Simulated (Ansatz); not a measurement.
# AlNi: the cost of one run

Method: DFT PBE+U, PAW, plane waves, scalar-relativistic; U − J = 4.1 eV on Ni d, in Ansatz 0.2.0.

## Step 1: The system as given

Symmetry: Pm-3m, No. 221, cubic system. Conventional cell: a = 2.881 Å, b = 2.881 Å, c = 2.881 Å, α = 90.00°, β = 90.00°, γ = 90.00°. Al (site symmetry m-3m) is surrounded by 8 Ni at 2.50 Å. Ni (site symmetry m-3m) is surrounded by 8 Al at 2.50 Å.

As a file:

```cif
data_structure
_symmetry_space_group_name_H-M 'P 1'
_symmetry_Int_Tables_number 1
_cell_length_a 2.8810
_cell_length_b 5.7620
_cell_length_c 2.8810
_cell_angle_alpha 90.000
_cell_angle_beta 90.000
_cell_angle_gamma 90.000
_cell_volume 47.83
loop_
_atom_site_label
_atom_site_type_symbol
_atom_site_fract_x
_atom_site_fract_y
_atom_site_fract_z
_atom_site_occupancy
Al1 Al 0.00000 0.00000 0.00000 1
Al2 Al 0.00000 0.50000 0.00000 1
Ni1 Ni 0.50000 0.25000 0.50000 1
Ni2 Ni 0.50000 0.75000 0.50000 1
```

Labels such as Ni4 number the atoms in the order of the input file.

The first starts: parallel moments, plain SCF; opposed moments +-, plain SCF; no spin polarisation; spin on, no moments given (the program may seed its own), plain SCF. Further starts follow from what these give.

A plain SCF has the search for lower states switched off and ends at the first converged state. Ends within 0.2 meV/atom and 0.1 μB count as one state.

Moments by site are taken inside atomic spheres; the rest lies between them.

## Step 2: Parallel moments, plain SCF

Input file input.yaml:

```yaml
crystal:
  lattice:
    - [2.881, 0.0, 0.0]
    - [0.0, 5.762, 0.0]
    - [0.0, 0.0, 2.881]
  atoms:
    - { symbol: Al, position: [0.0, 0.0, 0.0] }
    - { symbol: Al, position: [0.0, 0.5, 0.0] }
    - { symbol: Ni, position: [0.5, 0.25, 0.5], spin: 2.0 }
    - { symbol: Ni, position: [0.5, 0.75, 0.5], spin: 2.0 }
magnetization:
  spin_polarized: true
hamiltonian:
  xc: pbe
  pseudopotentials: { kind: paw }
  hubbard: { sites: [{ species: Ni, l: d, u_eff: 4.1 }] }
basis:
  ecutwfc: 420
kpoints:
  mp_grid: { grid: [9, 5, 9] }
scf:
  occupations: { method: fermi_dirac, width: 0.1 }
  lower_state_search: "off"
output:
  forces: true
  stress: true
```

Run with:

```
> ansatz run input.yaml --threads 2 --pin off --max-ram 5120MiB --backend cpu --events-out ev --progress --plain --runs-dir out
```

What time and memory should one allow on 2 threads of Intel Xeon 6975P-C (Granite Rapids), shared host?

About 3.6 s, with a peak of 0.45 GiB.
